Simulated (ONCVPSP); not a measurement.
# Pseudopotential generation for Gd: ONCV, LDA (Perdew-Wang 92)

Aim: build the potential from the settings below, then test how well it stands in for the atom: other configurations, scattering, ghost states and the plane-wave cutoff that it needs.

The numbers are computed with ONCVPSP 4.0.1 (LDA (Perdew-Wang 92), scalar-relativistic, spin-unpolarised reference atom).

### 1 The design

The settings as typed:

```
element                 : gadolinium (Gd, Z = 64)
type                    : optimised norm-conserving Vanderbilt (ONCV)
frozen core             : [Kr] 4d10
valence charge          : 18
reference configuration : 4f7 5s2 5p6 5d1 (charge +2)
partial waves           : 5s: rc 1.55 bohr, ncon 5, nbas 10, qcut 5.1 1/bohr, 3 projectors, debl 1 Ha; 5p: rc 1.90 bohr, ncon 4, nbas 7, qcut 7.7 1/bohr, 3 projectors, debl 1.5 Ha; 5d: rc 2.45 bohr, ncon 3, nbas 6, qcut 3.5 1/bohr, 2 projectors, debl 0.4 Ha; 4f: rc 0.70 bohr, ncon 4, nbas 8, qcut 13.7 1/bohr, 2 projectors, debl 2.1 Ha
local potential         : polynomial inside 0.50 bohr (lpopt 5, dvloc0 3 Ha)
core correction         : Teter function, fcfact 1.75, rcfact 1.1
```

The outer shells as boxes (Hund's rule for the drawing; the calculation is spin-unpolarised):

```
[Kr] core
4d [↑↓][↑↓][↑↓][↑↓][↑↓]
4f [↑ ][↑ ][↑ ][↑ ][↑ ][↑ ][↑ ]
5s [↑↓]
5p [↑↓][↑↓][↑↓]
5d [↑ ][  ][  ][  ][  ]
```

The nodes and maxima of the atom's own shells, from an earlier all-electron run, set the scale for the radii.

All-electron outer shells of the reference configuration (LDA (PZ), scalar-relativistic, ld1.x):

```
shell  level (eV)  outermost node (bohr)  outermost maximum (bohr)
   5s      -63.76                   0.65                      1.20
   5p      -41.18                   0.70                      1.35
   4f      -22.79                      –                      0.56
   5d      -15.41                   0.79                      1.90
   6s      -15.21                   1.58                      3.02
   6p      -10.73                   1.87                      3.68
```

### 2 Generation

Gd.dat

```
# ATOM AND REFERENCE CONFIGURATION
# atsym  z   nc   nv     iexc    psfile
  Gd 64.00    9    4  -001012      upf
#
#   n    l    f
    1    0    2.00
    2    0    2.00
    2    1    6.00
    3    0    2.00
    3    1    6.00
    3    2   10.00
    4    0    2.00
    4    1    6.00
    4    2   10.00
    4    3    7.00
    5    0    2.00
    5    1    6.00
    5    2    1.00
#
# PSEUDOPOTENTIAL AND OPTIMIZATION
# lmax
    3
#
#   l,   rc,      ep,       ncon, nbas, qcut
    0    1.55    0.00    5   10    5.10
    1    1.90    0.00    4    7    7.70
    2    2.45    0.00    3    6    3.50
    3    0.70    0.00    4    8   13.70
#
# LOCAL POTENTIAL
# lloc, lpopt,  rc(5),   dvloc0
    4    5    0.50    3.00
#
# VANDERBILT-KLEINMAN-BYLANDER PROJECTORs
# l, nproj, debl
    0    3    1.00
    1    3    1.50
    2    2    0.40
    3    2    2.10
#
# MODEL CORE CHARGE
# icmod, fcfact, rcfact
    3    1.75    1.10
#
# LOG DERIVATIVE ANALYSIS
# epsh1, epsh2, depsh
   -4.00    5.00    0.02
#
# OUTPUT GRID
# rlmax, drl
    6.00    0.01
#
# TEST CONFIGURATIONS
# ncnf
    4
# nvcnf
#   n    l    f
    5
    4    3    7.00
    5    0    2.00
    5    1    6.00
    5    2    1.00
    6    0    2.00
#
    5
    4    3    7.00
    5    0    2.00
    5    1    6.00
    5    2    1.00
    6    0    1.00
#
    4
    4    3    7.00
    5    0    2.00
    5    1    6.00
    5    2    0.00
#
    5
    4    3    7.00
    5    0    1.00
    5    1    6.00
    5    2    1.00
    6    0    2.00
#
```

Run with:

```console
$ oncvpsp.x < Gd.dat > Gd.out
```

**Question.** What will these runs give? Wanted: cutoffs for 1 and 0.1 mHa per electron, occupied waves; bound ghosts; GHOST(+) flags; largest miss of a reference level; largest test error; largest phase difference near zero energy, channels read; rms error of d²Exc/dn², without and with the model core; projector energies reset by the program.

As calculated:

```
                                                quantity                                                                        value
  cutoffs for 1 and 0.1 mHa per electron, occupied waves                                                            579 Ha and 860 Ha
                                            bound ghosts                           s at -1184.24 eV, p at -616.71 eV, d at -273.81 eV
                                          GHOST(+) flags                        s at 127 eV, s at 4344 eV, f at 4381 eV, f at 8053 eV
                       largest miss of a reference level                                                                  14 meV (4f)
                            largest test error (AE − PS)                                             -29 meV, for 4f7 5s1 5p6 5d1 6s2
largest phase difference near zero energy, channels read                                                                    0.000 rad
 rms error of d²Exc/dn², without and with the model core                                                            8.73 and 7.09 mHa
                 projector energies reset by the program  s: -2.343, 0.250, 1.250 Ha; p: -1.514, 0.250, 1.750 Ha; d: -0.566, 0.250 Ha
```

It has a bound ghost (s, p, d), a state that the atom doesn't have, and that rules the file out. By total energies transferability is fair: the largest error is 29 meV on 36.3 eV, for 4f7 5s1 5p6 5d1 6s2. It counts as very hard, with 579 Ha needed at the looser tolerance. At the looser tolerance the 4f wave is the slowest; 5s needs 66 Ha. Near zero energy the phases of the channels with partial waves agree within 0.001 rad. The program also flags highly localised states, GHOST(+) (s, f). All of this concerns the isolated atom, not yet a solid.
